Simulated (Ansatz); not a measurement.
Set up this calculation in Ansatz 0.2.0, as the native input.

* Task: single point
* Functional: PBEsol
* Potentials or basis: all-electron LAPW, scalar-relativistic
* Cutoff: 266 eV (chosen from the basis error)
* Basis error allowed: 0.001 eV/atom
* k mesh: 10 × 10 × 10
* Occupations: fermi-dirac, width 0.05 eV
* Spin: no spin polarisation

IrPd3:

```xyz
4
Lattice="-1.9695 1.9695 3.8929 1.9695 -1.9695 3.8929 1.9695 1.9695 -3.8929" Properties=species:S:1:pos:R:3 pbc="T T T"
Ir    0.0000    0.0000    0.0000
Pd    0.0000    0.0000    3.8929
Pd    1.9695    0.0000    1.9464
Pd    0.0000    1.9695    1.9464
```

The cell comes from a database or a generator and needn't be the stable form of this composition.

The input as run:

input.yaml

```yaml
crystal:
  lattice:
    - [-1.969463, 1.969463, 3.89285]
    - [1.969463, -1.969463, 3.89285]
    - [1.969463, 1.969463, -3.89285]
  atoms:
    - { symbol: Ir, position: [0.0, 0.0, 0.0] }
    - { symbol: Pd, position: [0.5, 0.5, 0.0] }
    - { symbol: Pd, position: [0.25, 0.75, 0.5] }
    - { symbol: Pd, position: [0.75, 0.25, 0.5] }
kpoints:
  mp_grid: { grid: [10, 10, 10] }
scf:
  occupations: { method: fermi_dirac, width: 0.05 }
hamiltonian:
  xc: pbesol
  pseudopotentials: { kind: all_electron, lapw: { basis_error: 0.001 } }
output:
  forces: true
  stress: true
  eigenvalues: true
  populations: true
```

Potentials or basis: all-electron LAPW, scalar-relativistic.

The run is started by

```sh
$ ansatz run input.yaml --threads 2 --pin off --max-ram 8192MiB --backend cpu --events-out ev --progress --plain --runs-dir out
```

Results of the run:

The pressure is -11.2 GPa and the band gap on the k mesh is none (metal or under the smearing width).

It took 87 s on 2 threads of AMD EPYC 7R43 64-Core Processor (Zen 3), on a shared host, peak memory 1.3 GiB.
